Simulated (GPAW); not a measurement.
# RuAu (Pm-3m) in GPAW: single point with PBE

Aim: the single point of RuAu with PBE.

Program: GPAW 26.7.0. These are calculated values, not measurements. Logs are shortened: lines on timing, memory, paths and dates and some standing lists are left out, and cuts for length are marked. The log counts tension as positive stress, the text compression.

## (1) The crystal as given

The structure is cubic, space group Pm-3m (No. 221). The conventional cell has a = 3.165 Å, b = 3.165 Å, c = 3.165 Å, α = 90.00°, β = 90.00°, γ = 90.00°. Ru (site symmetry m-3m) has 8 Au at 2.74 Å as nearest neighbours. Around Au (site symmetry m-3m) lie 8 Ru at 2.74 Å.

The cell was built by a generator and needn't be a form met in nature.

## (2) Single point, PBE

Contents of POSCAR:

```
RuAu
1.0
    3.1648100000      0.0000000000      0.0000000000
    0.0000000000      3.1648100000      0.0000000000
    0.0000000000      0.0000000000      3.1648100000
Ru Au
1 1
Direct
    0.0000000000      0.0000000000      0.0000000000
    0.5000000000      0.5000000000      0.5000000000
```

Potentials or basis: GPAW PAW data sets (gpaw-data 1.2.1), pw.

The run is started by

```
OMP_NUM_THREADS=1 gpaw run POSCAR -p 'mode=PW(600),xc=PBE,kpts={size:(8,8,8),gamma:True},occupations={name:fermi-dirac,width:0.05},nbands=26,convergence={density:1e-05,energy:1e-05},maxiter=150,txt=gpaw.txt' --properties efs -w gs.gpw
```

Log:

```text
__  _  _
 | _ |_)|_||  |
 |__||  | ||/\| - 26.7.0

Input parameters:
  mode=PW(ecut=600.0),
  convergence={'density': 1e-05, 'energy': 1e-05},
  kpts=MonkhorstPack(size=[8, 8, 8], gamma=True),
  maxiter=150,
  nbands=26,
  occupations=Occupations(name='fermi-dirac', width=0.05),
  xc=XC(name='PBE')

Diagonalizing LCAO Hamiltonian
Converting LCAO to pw mode
   .-------.
  /|       |
 * |       |
 | |  Au   |
 | .-------.
 |/       /
 Ru------*

Atoms  # Å, Bohr magnetons
|   | symbol |        x |        y |        z |    initial magnetic moments |
|---|--------|----------|----------|----------|-----------------------------|
| 0 |     Ru | 0.000000 | 0.000000 | 0.000000 | ( 0.0000,  0.0000,  0.0000) |
| 1 |     Au | 1.582405 | 1.582405 | 1.582405 | ( 0.0000,  0.0000,  0.0000) |

Unit cell  # Å
| periodic |        x |        y |        z |  lengths |    angles |
|----------|----------|----------|----------|----------|-----------|
|      yes | 3.164810 | 0.000000 | 0.000000 | 3.164810 | 90.000000 |
|      yes | 0.000000 | 3.164810 | 0.000000 | 3.164810 | 90.000000 |
|      yes | 0.000000 | 0.000000 | 3.164810 | 3.164810 | 90.000000 |

Number of symmetries: 48
Symmetry operations  # r_c * U_cc + t_c -> r_c
|    | kind |            matrix            |
|----|------|------------------------------|
|  0 |  E   |  1, 0, 0,  0, 1, 0,  0, 0, 1 |
|  1 |  σ   |  1, 0, 0,  0, 1, 0,  0, 0,-1 |
|  2 |  σ   |  1, 0, 0,  0, 0, 1,  0, 1, 0 |
|  3 |  C4  |  1, 0, 0,  0, 0, 1,  0,-1, 0 |
|  4 |  C4  |  1, 0, 0,  0, 0,-1,  0, 1, 0 |
|  5 |  σ   |  1, 0, 0,  0, 0,-1,  0,-1, 0 |
|  6 |  σ   |  1, 0, 0,  0,-1, 0,  0, 0, 1 |
|  7 |  C2  |  1, 0, 0,  0,-1, 0,  0, 0,-1 |
|  8 |  σ   |  0, 1, 0,  1, 0, 0,  0, 0, 1 |
|  9 |  C2  |  0, 1, 0,  1, 0, 0,  0, 0,-1 |
| 10 |  C3  |  0, 1, 0,  0, 0, 1,  1, 0, 0 |
| 11 |  S6  |  0, 1, 0,  0, 0, 1, -1, 0, 0 |
| 12 |  S6  |  0, 1, 0,  0, 0,-1,  1, 0, 0 |
| 13 |  C3  |  0, 1, 0,  0, 0,-1, -1, 0, 0 |
| 14 |  C4  |  0, 1, 0, -1, 0, 0,  0, 0, 1 |
| 15 |  S4  |  0, 1, 0, -1, 0, 0,  0, 0,-1 |
| 16 |  C3  |  0, 0, 1,  1, 0, 0,  0, 1, 0 |
| 17 |  S6  |  0, 0, 1,  1, 0, 0,  0,-1, 0 |
| 18 |  σ   |  0, 0, 1,  0, 1, 0,  1, 0, 0 |
| 19 |  C4  |  0, 0, 1,  0, 1, 0, -1, 0, 0 |
| 20 |  C2  |  0, 0, 1,  0,-1, 0,  1, 0, 0 |
| 21 |  S4  |  0, 0, 1,  0,-1, 0, -1, 0, 0 |
| 22 |  S6  |  0, 0, 1, -1, 0, 0,  0, 1, 0 |
| 23 |  C3  |  0, 0, 1, -1, 0, 0,  0,-1, 0 |
| 24 |  S6  |  0, 0,-1,  1, 0, 0,  0, 1, 0 |
| 25 |  C3  |  0, 0,-1,  1, 0, 0,  0,-1, 0 |
| 26 |  C4  |  0, 0,-1,  0, 1, 0,  1, 0, 0 |
| 27 |  σ   |  0, 0,-1,  0, 1, 0, -1, 0, 0 |
| 28 |  S4  |  0, 0,-1,  0,-1, 0,  1, 0, 0 |
| 29 |  C2  |  0, 0,-1,  0,-1, 0, -1, 0, 0 |
| 30 |  C3  |  0, 0,-1, -1, 0, 0,  0, 1, 0 |
| 31 |  S6  |  0, 0,-1, -1, 0, 0,  0,-1, 0 |
| 32 |  C4  |  0,-1, 0,  1, 0, 0,  0, 0, 1 |
| 33 |  S4  |  0,-1, 0,  1, 0, 0,  0, 0,-1 |
| 34 |  S6  |  0,-1, 0,  0, 0, 1,  1, 0, 0 |
| 35 |  C3  |  0,-1, 0,  0, 0, 1, -1, 0, 0 |
| 36 |  C3  |  0,-1, 0,  0, 0,-1,  1, 0, 0 |
| 37 |  S6  |  0,-1, 0,  0, 0,-1, -1, 0, 0 |
| 38 |  σ   |  0,-1, 0, -1, 0, 0,  0, 0, 1 |
| 39 |  C2  |  0,-1, 0, -1, 0, 0,  0, 0,-1 |
| 40 |  σ   | -1, 0, 0,  0, 1, 0,  0, 0, 1 |
| 41 |  C2  | -1, 0, 0,  0, 1, 0,  0, 0,-1 |
| 42 |  C2  | -1, 0, 0,  0, 0, 1,  0, 1, 0 |
| 43 |  S4  | -1, 0, 0,  0, 0, 1,  0,-1, 0 |
| 44 |  S4  | -1, 0, 0,  0, 0,-1,  0, 1, 0 |
| 45 |  C2  | -1, 0, 0,  0, 0,-1,  0,-1, 0 |
| 46 |  C2  | -1, 0, 0,  0,-1, 0,  0, 0, 1 |
| 47 |  i   | -1, 0, 0,  0,-1, 0,  0, 0,-1 |

BZ-sampling:
  Number of BZ points: 512
  Number of IBZ points: 35

  Monkhorst-Pack size: [8, 8, 8]
  Monkhorst-Pack shift: [0.0625, 0.0625, 0.0625]

K-points  # in reciprocal-cell coordinates
|     |                                coordinates |     weight |
|-----|--------------------------------------------|------------|
|   0 | (  0.00000000,   0.00000000,   0.00000000) | 0.00195312 |
|   1 | (  0.12500000,   0.00000000,   0.00000000) | 0.01171875 |
|   2 | (  0.12500000,   0.12500000,   0.00000000) | 0.02343750 |
|   3 | (  0.12500000,   0.12500000,   0.12500000) | 0.01562500 |
|   4 | (  0.25000000,   0.00000000,   0.00000000) | 0.01171875 |
|   5 | (  0.25000000,   0.12500000,   0.00000000) | 0.04687500 |
|   6 | (  0.25000000,   0.12500000,   0.12500000) | 0.04687500 |
|   7 | (  0.25000000,   0.25000000,   0.00000000) | 0.02343750 |
|   8 | (  0.25000000,   0.25000000,   0.12500000) | 0.04687500 |
|   9 | (  0.25000000,   0.25000000,   0.25000000) | 0.01562500 |
| ... |                                            |            |
|  34 | (  0.50000000,   0.50000000,   0.50000000) | 0.00195312 |

Plane wave coefficients: 1074
Cutoff: 600.0 eV

Spin-components: 1 (collinear spins)
Bands:           26
Projectors:      12
Spin-degeneracy: 2
Datatype:        complex128

Parallelization:
  kpt:    1
  domain: 1
  band:   1

Density:
  Valence electrons: 27.0
  Components: 1
  Grid points: [18 18 18]
  Charge: 0.0  # |e|

Potential:
  Grid points: [18 18 18]

species:
  Ru:
    name:    Ruthenium
    Z:       44.0
    valence: 16
    core:    28
    charge:  0.0  # [|e|]
    compensation charges:
      type: gauss
      rc: 0.39  # [Å]
      lmax: 2
    cutoffs:
      filter: 2.16  # [Å]
      core: 1.30  # [Å]
    projectors
    | kind |    occ | energy [eV] | rcut [Å] |
    |------|--------|-------------|----------|
    |   4s |  2.000 |     -76.316 |    1.281 |
    |   5s |  1.000 |      -4.236 |    1.281 |
    |   4p |  6.000 |     -46.423 |    1.286 |
    |   5p |  0.000 |      -0.913 |    1.286 |
    |   4d |  7.000 |      -5.203 |    1.254 |
    |    d |        |      22.008 |    1.254 |

    Using partial waves for Ru as LCAO basis

  Au:
    name:    Gold
    Z:       79.0
    valence: 11
    core:    68
    charge:  0.0  # [|e|]
    compensation charges:
      type: gauss
      rc: 0.42  # [Å]
      lmax: 2
    cutoffs:
      filter: 2.33  # [Å]
      core: 2.81  # [Å]
    projectors
    | kind |    occ | energy [eV] | rcut [Å] |
    |------|--------|-------------|----------|
    |   6s |  1.000 |      -5.728 |    1.323 |
    |   6p |  0.000 |      -0.775 |    1.323 |
    |   5d | 10.000 |      -6.891 |    1.323 |
    |    s |        |      21.484 |    1.323 |
    |    p |        |      26.436 |    1.323 |
    |    d |        |      20.321 |    1.323 |

    Using partial waves for Au as LCAO basis

Reference energy: -639843.396092  # eV

eigensolver:
  PPCG
  Converge bands: occupied
  niter=2

density mixing:
  MSR1-Mixer
  Pratt-step length: 0.05
  Maximum mixing coefficient: 0.75
  Old densities: 10
  SVD Regularization: 0.005
  Good broyden scale: 1.0
  Trust region scale: 1.0
  Backstep threshold: 4.0
  History deletion threshold: 6.0
  Fourier metric: weight=20.0, sigma=0.015

occupation numbers:
  Fermi-Dirac:
    width: 0.0500  # eV

poisson solver:
  ecut: 4800.0  # eV

xc functional:
  name: PBE with 2 nearest neighbor stencil

convergence criteria:
- Maximum integral of absolute [dens]ity change: 1e-05 electrons / valence electron
- Maximum [total energy] change in last 3 cyles: 1e-05 eV / valence electron
- Maximum integral of absolute [eigenst]ate change: 4e-08 eV^2 / valence electron
maximum number of iterations: 150

SCF iterations
|iter     | |      energy | eigst |  dens |
|---------|-|-------------|-------|-------|
|iter:   1| |  -12.586070 | -0.00 |       |
|iter:   2| |  -12.312943 | -2.61 | -1.07 |
|iter:   3| |  -11.539530 | -1.75 | -1.12 |
|iter:   4| |  -11.427211 | -2.46 | -1.59 |
|iter:   5| |  -11.378354 | -3.36 | -1.80 |
|iter:   6| |  -11.375738 | -4.14 | -2.42 |
|iter:   7| |  -11.374987 | -4.48 | -2.64 |
|iter:   8| |  -11.374986 | -7.01 | -3.89 |
|iter:   9| |  -11.374986c| -7.20 | -4.23 |
|iter:  10| |  -11.374986c| -8.74c| -5.20c|

Converged in 10 steps
Energy contributions relative to reference atoms: (reference = -639843.396092)

Energy contributions:
  Kinetic:         -15.384647
  Coulomb:          10.246786
  Zero:             -0.036764
  External:          0.000000
  Xc:               -6.187314
  Entropy:          -0.026093
  Spinorbit:         0.000000
  ----------------------------
  Free energy:     -11.388032
  Extrapolated:    -11.374986

dipole moment: (-10.965619, -10.965619, -10.965619)  # |e|*Ang

Fermi level: 10.922
Eigenvalues  # (at kpt = [0.000, 0.000, 0.000])
| band index |      eig [eV] | occ [0-2] |
|------------|---------------|-----------|
|          0 |       -61.579 |     2.000 |
|        ... |               |           |
|          4 |         2.012 |     2.000 |
|          5 |         4.363 |     2.000 |
|          6 |         4.363 |     2.000 |
|          7 |         6.607 |     2.000 |
|          8 |         6.607 |     2.000 |
|          9 |         6.607 |     2.000 |
|         10 |         9.761 |     2.000 |
|         11 |         9.761 |     2.000 |
|         12 |        11.449 |     0.000 |
|         13 |        11.449 |     0.000 |
|         14 |        11.449 |     0.000 |
|         15 |        18.647 |     0.000 |
|         16 |        18.647 |     0.000 |
|         17 |        18.647 |     0.000 |
|         18 |        25.254 |     0.000 |
|         19 |        28.417 |     0.000 |
|        ... |               |           |
|         25 |        37.118 |     0.000 |

No gap
No difference between direct/indirect transitions

Forces  # eV/Ang
|        x |        y |        z |
|----------|----------|----------|
|  0.00000 |  0.00000 |  0.00000 |  # Ru   0
| -0.00000 | -0.00000 | -0.00000 |  # Au   1

Stress tensor  # eV/Ang^3
|         x |         y |         z |
|-----------|-----------|-----------|
| -0.012351 | -0.000000 |  0.000000 |
| -0.000000 | -0.012351 |  0.000000 |
|  0.000000 |  0.000000 | -0.012351 |

# Writing to gs.gpw (mode='')
```

It took 17 s on 1 thread of Arm Neoverse V2, shared host; peak memory 0.16 GiB.

What came out:

| Quantity | Value |
| --- | --- |
| Free energy | -11.3880 eV |
| Pressure | 2.0 GPa |
| Band gap on the k mesh | none (metal or under the smearing width) |

Caveat: with this Au data set, volumes or pressures lay over 1.5 % or 2 GPa off other programs in two to four cells of ten.

## (3) For comparison

An earlier run on the cell as given: functional PBE; potentials or basis GPAW PAW data sets (gpaw-data 1.2.1); cutoff 600 eV; basis pw; k mesh 8 × 8 × 8; occupations fermi-dirac, width 0.05 eV; no spin polarisation.

* Pressure: 2.0 GPa
* Band gap on the k mesh: none (metal or under the smearing width)
